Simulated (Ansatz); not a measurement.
# C3H9HfIO3: small, medium and large basis sets

How large a basis does C3H9HfIO3 need? Two functionals are run in growing sets.

Computed with Ansatz 0.2.0, Gaussian basis. Level: one geometry, several basis sets.

Levels to be run: PBE0-D4/def2-SVP; ωB97M-V/def2-SVP; PBE0-D4/def2-QZVPP; ωB97M-V/def2-QZVPP; the functionals' def2-TZVPP values are taken from earlier runs.

## 1. The geometry

An earlier PBE0-D4 in a triple-zeta def2 set relaxation fixed the geometry. Hf, I take the def2 core potential; no spin-orbit term is included.

SMILES `C[O][Hf]([I])([O]C)[O]C`, 17 atoms, charge 0, spin multiplicity 1.

Atoms are counted from 1 here; the program's logs count them from 0.

Bond lengths: C1–O2 1.388 Å, C1–H9 1.095 Å, C1–H10 1.095 Å, C1–H11 1.095 Å, O2–Hf3 1.906 Å, Hf3–I4 2.765 Å, Hf3–O5 1.906 Å, Hf3–O7 1.906 Å, O5–C6 1.388 Å, C6–H12 1.095 Å, C6–H13 1.095 Å, C6–H14 1.095 Å, O7–C8 1.388 Å, C8–H15 1.095 Å, C8–H16 1.095 Å, C8–H17 1.095 Å. Angles: O2–C1–H9 110.7°, O2–C1–H10 110.7°, O2–C1–H11 110.2°, H9–C1–H10 108.5°, H9–C1–H11 108.4°, H10–C1–H11 108.4°, C1–O2–Hf3 175.8°, O2–Hf3–I4 109.1°, O2–Hf3–O5 109.9°, O2–Hf3–O7 109.9°, I4–Hf3–O5 109.1°, I4–Hf3–O7 109.1°, O5–Hf3–O7 109.9°, Hf3–O5–C6 175.8°, O5–C6–H12 110.7°, O5–C6–H13 110.2°, O5–C6–H14 110.7°, H12–C6–H13 108.4° and more.

## 2. PBE0-D4 in def2-SVP

in.yaml reads:

```yaml
crystal:
  periodic: [false, false, false]
  atoms:
    - {symbol: C, position_ang: [-1.697792, 2.203192, 1.353204]}
    - {symbol: O, position_ang: [-1.049085, 1.004128, 1.090625]}
    - {symbol: Hf, position_ang: [-0.110571, -0.584391, 0.611836]}
    - {symbol: I, position_ang: [-0.470233, -2.478721, 2.593890]}
    - {symbol: O, position_ang: [1.750405, -0.209966, 0.438209]}
    - {symbol: C, position_ang: [3.081691, 0.127725, 0.235785]}
    - {symbol: O, position_ang: [-0.790173, -1.267379, -1.032889]}
    - {symbol: C, position_ang: [-1.259920, -1.676826, -2.273465]}
    - {symbol: H, position_ang: [-0.976544, 3.023061, 1.435954]}
    - {symbol: H, position_ang: [-2.405740, 2.443216, 0.552920]}
    - {symbol: H, position_ang: [-2.251688, 2.134326, 2.294866]}
    - {symbol: H, position_ang: [3.240967, 1.196435, 0.413458]}
    - {symbol: H, position_ang: [3.722469, -0.435350, 0.921681]}
    - {symbol: H, position_ang: [3.387576, -0.102759, -0.790077]}
    - {symbol: H, position_ang: [-1.676898, -2.686538, -2.204775]}
    - {symbol: H, position_ang: [-0.449402, -1.687410, -3.009689]}
    - {symbol: H, position_ang: [-2.045062, -1.002723, -2.631543]}
basis:
  gaussian: {orbitals: def2-SVP}
hamiltonian: {xc: pbe0, dispersion: d4}
output: {orbitals: {seedname: orbitals}}
```

The runs that follow: ωB97M-V in def2-SVP; PBE0-D4 in def2-QZVPP; ωB97M-V in def2-QZVPP.

**Question.** What will the summary of the whole plan be? Wanted: PBE0-D4: double and triple zeta above quadruple; ωB97M-V: double and triple zeta above quadruple.

As calculated:

| quantity | value |
| --- | --- |
| PBE0-D4: double and triple zeta above quadruple | 12.10, 0.57 eV |
| ωB97M-V: double and triple zeta above quadruple | 12.50, 0.54 eV |

What this shows: For PBE0-D4 the step from double to triple zeta gains 11.53 eV and the next only 0.57 eV. These are total energies; as a rule much of such shifts cancels in differences, which this series doesn't test. The LUMO of ωB97M-V is positive and keeps falling with the basis (1.30 to 0.65 eV): an unbound level that the basis holds in place.
